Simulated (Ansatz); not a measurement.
**K2: geometry and frequencies**

Aim: geometry and frequencies, for K2, with the cost of each level.

Computed with Ansatz 0.2.0 (the levels named in each step, unless a step's input says otherwise).

9 further runs of the same task are left out: 9 for a known fault of the program.

**1. The structure to begin with**

Bond lengths: K1–K2 4.010 Å.

Structure file:

```xyz
2

K     0.0000    0.0000   -0.3098
K     0.0000    0.0000    3.7004
```

**2. Relaxation, B2PLYP/def2-TZVPP**

Contents of input.yaml:

```yaml
crystal:
  periodic: [false, false, false]
  atoms:
    - { symbol: K, position_ang: [0.0, 0.0, -0.3097706] }
    - { symbol: K, position_ang: [0.0, 0.0, 3.7003606] }
basis:
  gaussian: { orbitals: def2-TZVPP }
hamiltonian:
  xc: { name: B2PLYP }
relax:
  f_tol: 0.002
  max_steps: 150
```

Started as:

```sh
> ansatz run input.yaml --threads 1 --pin off --max-ram 2560MiB --backend cpu --events-out ev --progress --plain --runs-dir out
```

The runs that follow: Frequencies, B2PLYP/def2-TZVPP.

Before running it: what results should come out? Wanted: K1–K2 at B2PLYP/def2-TZVPP; frequencies at B2PLYP/def2-TZVPP.

The runs gave:

| quantity | value |
| --- | --- |
| K1–K2 at B2PLYP/def2-TZVPP | 3.957 Å |
| frequencies at B2PLYP/def2-TZVPP | 90 cm⁻¹ |

What this shows: No mode is imaginary, so the geometry is a minimum.
